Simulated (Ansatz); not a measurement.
# C4H8Ge: the cost of one run

All numbers below are computed with Ansatz 0.2.0 (RKS PBE/def2-SVP).

## Step 1: The starting structure

Bond lengths: C1–C2 1.149 Å, C2–C3 1.453 Å, C3–C4 1.575 Å, C4–Ge5 1.936 Å, C1–H6 1.130 Å, C3–H7 1.162 Å, C3–H8 1.051 Å, C4–H9 1.074 Å, C4–H10 1.136 Å, Ge5–H11 1.511 Å, Ge5–H12 1.524 Å, Ge5–H13 1.511 Å. Angles (14 of 20 angles, heavy atoms first): C1–C2–C3 179.2°, C2–C3–C4 111.3°, C3–C4–Ge5 110.3°, C2–C1–H6 176.5°, C2–C3–H7 108.1°, C2–C3–H8 111.9°, C4–C3–H7 104.8°, C4–C3–H8 111.7°, C3–C4–H9 109.2°, C3–C4–H10 103.1°, Ge5–C4–H9 114.1°, Ge5–C4–H10 108.2°, C4–Ge5–H11 108.4°, C4–Ge5–H12 111.3°.

Structure file:

```xyz
13

C    -1.6532    2.2573    1.3633
C    -1.1506    1.2668    1.0688
C    -0.5049    0.0144    0.7136
C     0.3686    0.1710   -0.5872
Ge    1.1908   -1.5194   -1.0509
H    -2.1887    3.2246    1.5973
H     0.2552   -0.2499    1.5518
H    -1.1968   -0.7714    0.6249
H     1.0667    0.9750   -0.4492
H    -0.4005    0.4224   -1.3852
H     1.9503   -1.3402   -2.3453
H     0.1511   -2.6275   -1.1687
H     2.1325   -1.8579    0.0816
```

## Step 2: End point A

The input, input.yaml:

```yaml
crystal:
  periodic: [false, false, false]
  atoms:
    - { symbol: C, position_ang: [-1.6532, 2.2573, 1.3633] }
    - { symbol: C, position_ang: [-1.1506, 1.2668, 1.0688] }
    - { symbol: C, position_ang: [-0.5049, 0.0144, 0.7136] }
    - { symbol: C, position_ang: [0.3686, 0.171, -0.5872] }
    - { symbol: Ge, position_ang: [1.1908, -1.5194, -1.0509] }
    - { symbol: H, position_ang: [-2.1887, 3.2246, 1.5973] }
    - { symbol: H, position_ang: [0.2552, -0.2499, 1.5518] }
    - { symbol: H, position_ang: [-1.1968, -0.7714, 0.6249] }
    - { symbol: H, position_ang: [1.0667, 0.975, -0.4492] }
    - { symbol: H, position_ang: [-0.4005, 0.4224, -1.3852] }
    - { symbol: H, position_ang: [1.9503, -1.3402, -2.3453] }
    - { symbol: H, position_ang: [0.1511, -2.6275, -1.1687] }
    - { symbol: H, position_ang: [2.1325, -1.8579, 0.0816] }
basis:
  gaussian: { orbitals: def2-SVP }
hamiltonian:
  xc: pbe
relax:
  f_tol: 0.02
  max_steps: 50
```

The run is started by

```sh
ansatz run input.yaml --threads 2 --pin off --max-ram 3072MiB --backend cpu --events-out ev --progress --plain --runs-dir out
```

What time and memory should one allow on 2 threads of INTEL XEON PLATINUM 8581C at 2.30GHz (Emerald Rapids), shared host?

About 9 s, with a peak of 0.19 GiB.
